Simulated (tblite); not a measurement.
# AsGa2H6Si: the cost of one run

Programs: tblite 0.8.0 and PySCF 2.14.0. All values are calculated, for the isolated system unless a continuum is named. Atoms count from 0, parts from 1.

## (1) The system as given

10 atoms, charge 0, multiplicity 2; geometry: distance geometry start.

## (2) Relaxing the cluster with GFN2-xTB

The job: settings as JSON, then the geometry in Å.

```
{"job": {"kind": "relax", "xc": "GFN2-xTB", "basis": "xTB"}, "charge": 0, "multiplicity": 2}
Ga    -1.236106    -1.760952     1.400117
As     0.792236    -0.739840     0.613005
Ga     1.192410    -0.804000    -1.768714
Si     1.371971     1.227425     1.708693
H     -1.096326    -2.752635     2.567121
H     -2.494230    -0.887454     1.415887
H      2.669404    -0.662739    -2.169613
H      0.166943    -0.075568    -2.629411
H      2.524059     1.156196     2.512520
H      0.302876     2.000329     2.205962
```

With the program's defaults for keys left out, this is: GFN2-xTB geometry optimisation, gas phase.

Launch:

```console
$ OMP_NUM_THREADS=1 python cluster_run.py task.json out
```

One launch serves the whole session: the jobs run in the order shown.

**Question.** How long does this first job take on 1 thread of Arm Neoverse V2, shared host?

About 1.9 s.
